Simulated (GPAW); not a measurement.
Bi2Te3 (Tellurobismuthite): equation of state with PBE

Bi2Te3 (Tellurobismuthite):

```
Bi Te
1.0
     2.19300    1.26613   10.16567
    -2.19300    1.26613   10.16567
     0.00000   -2.53226   10.16567
Bi Te
2 3
Direct
  0.60000 0.60000 0.60000
  0.40000 0.40000 0.40000
  0.79050 0.79050 0.79050
  0.20950 0.20950 0.20950
  0.00000 0.00000 0.00000
```

```yaml
Program: GPAW 26.7.0
Task: equation of state
Functional: PBE
Potentials_or_basis: GPAW PAW data sets (gpaw-data 1.2.1)
Cutoff: 600 eV
Basis: pw
k_mesh: 7 × 7 × 7
Occupations: fermi-dirac, width 0.05 eV
Spin: no spin polarisation
```

```
Equilibrium volume                        : 35.03 Å³/atom
Bulk modulus at fixed shape and positions : 47 GPa
Pressure derivative of the bulk modulus   : 4.5
```

Energy against volume, from the lowest point:
| volume (Å³/atom) | energy (meV/atom) |
| --- | --- |
| 31.839 | 50.78 |
| 32.517 | 30.25 |
| 33.194 | 15.47 |
| 33.871 | 5.85 |
| 34.549 | 0.85 |
| 35.226 | 0.00 |
| 35.904 | 2.88 |

Wall time 18 min on 4 MPI ranks on Arm Neoverse V2, with other jobs on the host, peak memory 1.1 GiB a rank.

Caveat: the cell was scaled at fixed shape and fractional positions, which overstates the stiffness of a crystal with free parameters, most of all of layers and chains; the program warned that so skewed a cell can give wrong results.
